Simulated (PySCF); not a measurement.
# [CeCl2]2+: other functionals and bases at one geometry

Aim: see how levels, charges and forces of [CeCl2]2+ depend on the level of theory. The structure is generated, not taken from experiment.

The runs use PySCF 2.14.0; several levels, as the steps say, no spin–orbit coupling.

1 further run of the same task is left out (for a known fault of the program).

## Step 1: The system as given

3 atoms, charge 2, spin multiplicity 1.

Bond lengths: Ce1–Cl2 2.339 Å, Ce1–Cl3 2.339 Å. Angles: Cl2–Ce1–Cl3 100.8°.

Geometry (Å):

```xyz
3

Ce    0.0000    0.0000   -0.6428
Cl    1.8026    0.0000    0.8472
Cl   -1.8026    0.0000    0.8472
```

Formal oxidation states: Ce +4. The 4f shell is empty and lies in the core potential. An earlier session relaxed this geometry at PBE0, Ce lcecp-2-SVP with ECP46, Cl def2-SVP (singlet, point group C2v).

At PBE0 on the finer grid: E = -957.721295 Eh, frontier levels not given, since the 4f levels lie in the core, Mulliken charge on Ce1 +1.84 e, largest force component 0.007 eV/Å. The large-core potential holds the 4f shell empty.

Levels to run: PBE; revPBE; PBE0, TZVP. Hardware: 2 threads of Arm Neoverse V1, shared host.

## Step 2: PBE

run.py (the lines that set the calculation) reads:

```python
mol = gto.M(atom='''
Ce     0.00000     0.00000    -0.64280
Cl     1.80255     0.00000     0.84717
Cl    -1.80255     0.00000     0.84717''',
    basis={'Ce': 'lcecp-2-SVP', 'Cl': 'def2-SVP'},
    ecp={'Ce': 'lcecp-2-SVP'},
    charge=2, spin=0)
mf = dft.RKS(mol, xc='PBE')
mf.grids.atom_grid = (75, 302)  # f atoms: unpruned, at least (60, 302)
mf = mf.density_fit()  # fitting sets: Ce AutoAux, Cl def2-universal-JKFIT
mf.conv_tol = 1e-08; mf.max_cycle = 55
mf.kernel(dm0)  # dm0: the density of the relaxed state
```

On the command line:

```
OMP_NUM_THREADS=2 python run.py
```

## Step 3: revPBE

Edit run.py (the lines that set the calculation) of step 2 so:

```diff
@@ -7,3 +7,3 @@
     charge=2, spin=0)
-mf = dft.RKS(mol, xc='PBE')
+mf = dft.RKS(mol, xc='PBE_R,PBE')
 mf.grids.atom_grid = (75, 302)  # f atoms: unpruned, at least (60, 302)
```

## Step 4: PBE0, TZVP

Basis: Ce lcecp-2-TZVP with ECP46, Cl def2-TZVP. 

run.py (the lines that set the calculation) reads:

```python
mol = gto.M(atom='''
Ce     0.00000     0.00000    -0.64280
Cl     1.80255     0.00000     0.84717
Cl    -1.80255     0.00000     0.84717''',
    basis={'Ce': 'lcecp-2-TZVP', 'Cl': 'def2-TZVP'},
    ecp={'Ce': 'lcecp-2-TZVP'},
    charge=2, spin=0)
mf = dft.RKS(mol, xc='PBE0')
mf.grids.atom_grid = (75, 302)  # f atoms: unpruned, at least (60, 302)
mf = mf.density_fit()  # fitting sets: Ce AutoAux, Cl def2-universal-JKFIT
mf.conv_tol = 1e-08; mf.max_cycle = 55
mf.kernel(dm0)  # dm0: free metal ions and neutral atoms
```

Before running it: what results should come out? Wanted: for each run, charge on Ce1; dipole; largest force.

The runs gave:

| level | state | charge on Ce1 (e) | dipole (D) | largest force (eV/Å) | basis functions | time |
| --- | --- | --- | --- | --- | --- | --- |
| PBE0 (relaxed here) | singlet | 1.84 | 5.10 | 0.01 | 66 | 4.4 s |
| PBE | singlet | 1.72 | 4.45 | 0.61 | 66 | 2.5 s |
| revPBE | singlet | 1.74 | 4.48 | 0.75 | 66 | 2.5 s |
| PBE0, TZVP | singlet | 1.95 | 4.81 | 0.26 | 121 | 6.3 s |

Times are on 2 threads of Arm Neoverse V1, shared host; the first row also made further properties. The dipole of a charged species depends on the origin, so these sizes hold for this origin alone.

The largest leftover force, 0.75 eV/Å with revPBE, stands at a geometry relaxed at another level. The Mulliken charge on Ce spans +1.72 to +1.95 e over the levels. With 4f in the core, its levels are missing from HOMO and gap. Total energies of different levels can't be compared. Spin–orbit coupling is left out throughout.
